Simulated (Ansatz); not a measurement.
Crystal: Cd2S.

```
CELL_PARAMETERS angstrom
3.96267 0.00000 0.00000
-1.98134 3.43177 0.00000
0.00000 0.00000 5.80919
ATOMIC_POSITIONS crystal
Cd 0.33333 0.66667 0.93272
Cd 0.66667 0.33333 0.57873
S 0.33333 0.66667 0.36571
```

The cell comes from a database or a generator and needn't be the stable form of this composition.

Program: Ansatz 0.2.0. Alike in all runs: potentials or basis Ansatz PAW; no spin polarisation; cell as given; cutoff (eV) 420; smearing fermi-dirac 0.05 eV.

Order these runs on this cell by their pressure, lowest first.
A. level PBE0; k mesh 4 × 4 × 4; mesh quality coarse
B. level PBEsol; k mesh 8 × 8 × 5; points for each segment of the path 14; mesh quality not flagged
C. level LDA; k mesh 8 × 8 × 5; points for each segment of the path 14; mesh quality not flagged

C (-4.9 GPa), B (-3.0 GPa), A (-1.5 GPa).

Caveats: some runs use coarse meshes; the PAW data sets come from PBE, with cores solved anew for the run's functional, which leaves a small shift of forces and pressure; the thresholds are loose for stress (some runs).

Runs at the PBE level aren't shown here.
